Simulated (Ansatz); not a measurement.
# CH₇NSeSi: a ladder of functionals and wavefunction methods

One table from this session's results is given with a row withheld; the runs are named, their logs left out.

Program: Ansatz 0.2.0, Gaussian basis. Level of theory: functionals in def2-TZVPP, the program's frozen cores in correlated methods. These are calculated values, not measurements.

Levels to be run: LDA (SPW92), PBE-D4, revPBE-D4, BLYP-D4, r2SCAN-D4, B97M-V, PBE0-D4, B3LYP-D4, r2SCANh-D4, r2SCAN0-D4, HSE06-D4, BHLYP-D4, CAM-B3LYP-D4, LC-ωPBE, ωB97X-V, ωB97M-V, B2PLYP, PBE-QIDH; CCSD(T)/def2-SVP; CCSD(T)/def2-TZVPP; MP2/def2-QZVPP; extrapolation to the limit; RPA on PBE.

**The relaxed structure**

The geometry comes from an earlier relaxation with PBE0-D4 in a triple-zeta def2 set; it is a stationary point, not always the lowest conformer.

SMILES `NC[Se][SiH3]`, 11 atoms, charge 0, spin multiplicity 1.

Atoms are counted from 1 here; the program's logs count them from 0.

Bond lengths: N1–C2 1.439 Å, N1–H5 1.012 Å, N1–H6 1.013 Å, C2–Se3 1.970 Å, C2–H7 1.096 Å, C2–H8 1.090 Å, Se3–Si4 2.278 Å, Si4–H9 1.484 Å, Si4–H10 1.482 Å, Si4–H11 1.488 Å. Angles: C2–N1–H5 111.5°, C2–N1–H6 111.6°, H5–N1–H6 108.9°, N1–C2–Se3 110.0°, N1–C2–H7 116.1°, N1–C2–H8 109.2°, Se3–C2–H7 104.9°, Se3–C2–H8 107.5°, H7–C2–H8 108.7°, C2–Se3–Si4 93.6°, Se3–Si4–H9 110.3°, Se3–Si4–H10 114.0°, Se3–Si4–H11 104.2°, H9–Si4–H10 110.3°, H9–Si4–H11 109.5°, H10–Si4–H11 108.2°.

Set-up of the first run:

Contents of in.yaml:

```yaml
crystal:
  periodic: [false, false, false]
  atoms:
    - {symbol: N, position_ang: [-0.094199, 1.361702, -0.028716]}
    - {symbol: C, position_ang: [0.568556, 0.683023, 1.052820]}
    - {symbol: Se, position_ang: [1.360427, -1.001405, 0.407431]}
    - {symbol: Si, position_ang: [-0.442703, -1.522527, -0.882651]}
    - {symbol: H, position_ang: [0.568886, 1.715184, -0.706595]}
    - {symbol: H, position_ang: [-0.662639, 2.130319, 0.305314]}
    - {symbol: H, position_ang: [1.397545, 1.222376, 1.524773]}
    - {symbol: H, position_ang: [-0.164027, 0.429009, 1.818724]}
    - {symbol: H, position_ang: [-1.698123, -1.337079, -0.112579]}
    - {symbol: H, position_ang: [-0.507486, -0.772791, -2.159849]}
    - {symbol: H, position_ang: [-0.260836, -2.964811, -1.198170]}
basis:
  gaussian: {orbitals: def2-TZVPP}
hamiltonian: {xc: lda}
output: {orbitals: {seedname: orbitals}}
```

Steps of the session up to this table: LDA; PBE-D4 (GGA); revPBE-D4 (GGA); BLYP-D4 (GGA); r2SCAN-D4 (meta-GGA); B97M-V (meta-GGA); PBE0-D4 (hybrid); B3LYP-D4 (hybrid); r2SCANh-D4 (hybrid); r2SCAN0-D4 (hybrid); HSE06-D4 (hybrid); BHLYP-D4 (hybrid); CAM-B3LYP-D4 (range-separated); LC-ωPBE (range-separated); ωB97X-V (range-separated); ωB97M-V (range-separated); B2PLYP (double hybrid); PBE-QIDH (double hybrid).

One of the session's tables, all rows but one given; the rest of the session is left out.

It belongs to the step «Frontier levels by functional». 

| functional | HOMO (eV) | gap (eV) |
| --- | --- | --- |
| LDA (SPW92) | ? | ? |
| PBE-D4 | -5.36 | 4.47 |
| revPBE-D4 | -5.32 | 4.51 |
| BLYP-D4 | -5.21 | 4.43 |
| r2SCAN-D4 | -5.62 | 4.99 |
| B97M-V | -5.76 | 5.05 |
| PBE0-D4 | -6.50 | 6.48 |
| B3LYP-D4 | -6.27 | 6.03 |
| r2SCANh-D4 | -6.04 | 5.73 |
| r2SCAN0-D4 | -6.66 | 6.82 |
| HSE06-D4 | -6.10 | 5.71 |
| BHLYP-D4 | -7.49 | 8.36 |
| CAM-B3LYP-D4 | -7.77 | 8.76 |
| LC-ωPBE | -9.11 | 11.27 |
| ωB97X-V | -8.79 | 10.80 |
| ωB97M-V | -8.66 | 10.41 |

**Question.** Estimate the row for LDA (SPW92).

As computed: HOMO (eV): -5.47; gap (eV): 4.39. In the column «HOMO (eV)» it lies between r2SCAN-D4 (-5.62) and PBE-D4 (-5.36).
